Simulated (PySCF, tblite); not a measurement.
# C6H13BO2Si: geometry, infrared bands and NMR shifts

What infrared bands and NMR shifts should C6H13BO2Si (`B[Si@](O)(C#CC)OC(C)C`) show?

Programs: tblite 0.8.0 and PySCF 2.14.0, with density-fitted response routines of our own. Each step states its level of theory. These are calculated values for one molecule in the gas phase, unless marked as measured. Atoms count from 0, in the outputs and in this text.

**1. Starting geometry**

23 atoms, charge 0, multiplicity 1; geometry from: force field or distance geometry start.

Bonds of the start (Å): B0–Si1 1.93, Si1–O2 1.73, Si1–C3 1.84, C3–C4 1.21, C4–C5 1.47, Si1–O6 1.69, O6–C7 1.37, C7–C8 1.53, C7–C9 1.53, B0–H10 1.19, B0–H11 1.20, O2–H12 1.01, C5–H13 1.11, C5–H14 1.11, C5–H15 1.10, C7–H16 1.11, C8–H17 1.12, C8–H18 1.12, C8–H19 1.10, C9–H20 1.11, C9–H21 1.10, C9–H22 1.11.

**2. Optimising the geometry with GFN2-xTB**

What the job is given:

```
{"job": {"kind": "relax", "xc": "GFN2-xTB", "basis": "xTB"}, "charge": 0, "multiplicity": 1}
B      0.268500     1.931700    -0.802000
Si     0.572700     0.618300     0.577100
O      0.853000     1.419100     2.085000
C      2.115200    -0.310600     0.204900
C      3.131500    -0.915500    -0.035900
C      4.365800    -1.646600    -0.348200
O     -0.722200    -0.470200     0.626000
C     -1.847000     0.157200     0.148300
C     -2.382600    -0.515900    -1.116100
C     -3.008000     0.116600     1.147900
H      0.836300     1.779500    -1.841900
H      0.232400     3.070100    -0.423100
H      0.703100     0.727500     2.801400
H      4.925000    -1.961400     0.554900
H      5.068200    -1.019200    -0.936900
H      4.075200    -2.541600    -0.924600
H     -1.587300     1.194200    -0.133800
H     -3.133300     0.197000    -1.546500
H     -2.971300    -1.405500    -0.790200
H     -1.580600    -0.730000    -1.832300
H     -2.966200    -0.810100     1.752200
H     -2.993200     0.988000     1.811900
H     -3.959900     0.154400     0.577600
```

Started as:

```console
OMP_NUM_THREADS=1 python probes_run.py task.json out
```

This one command runs all jobs of the session in turn.

**Question.** This job is followed by: GFN2-xTB harmonic vibrations, gas phase; GIAO PBE0/pcSseg-1 NMR shielding, non-relativistic, gas phase. What will the session give for the following? strongest single infrared mode (GFN2-xTB); zero-point energy (GFN2-xTB); ¹³C shifts against TMS (PBE0/pcSseg-1); ¹H shifts against TMS (PBE0/pcSseg-1, means over atoms taken as alike); ¹¹B shifts against BF3·OEt2 (PBE0/pcSseg-1); ²⁹Si shifts against TMS (PBE0/pcSseg-1); ¹⁷O shifts against H2O (PBE0/pcSseg-1).

The runs gave:

| quantity | value |
| --- | --- |
| strongest single infrared mode (GFN2-xTB) | 832 cm⁻¹, 356 km/mol |
| zero-point energy (GFN2-xTB) | 111.4 kcal/mol |
| ¹³C shifts against TMS (PBE0/pcSseg-1) | 111.9, 90.9, 67.9, 28.5, 27.2, 6.0 ppm |
| ¹H shifts against TMS (PBE0/pcSseg-1, means over atoms taken as alike) | 9.72, 4.48, 2.12, 2.00, 1.54, 1.25 ppm |
| ¹¹B shifts against BF3·OEt2 (PBE0/pcSseg-1) | 105.3 ppm |
| ²⁹Si shifts against TMS (PBE0/pcSseg-1) | -41.4 ppm |
| ¹⁷O shifts against H2O (PBE0/pcSseg-1) | 85.3, 54.8 ppm |

What this shows: Relaxing lowered the energy by 1.174 eV in 246 steps; the close pair that moved most is Si1–O2, from 1.730 to 1.635 Å. The lowest mode is imaginary (36i cm⁻¹), so the xTB geometry is not a minimum. The strongest single mode, at 832 cm⁻¹, moves mainly H12 and O2. Unscaled tight-binding wavenumbers are off by several per cent, some by more. Its intensities can rank the bands wrongly.
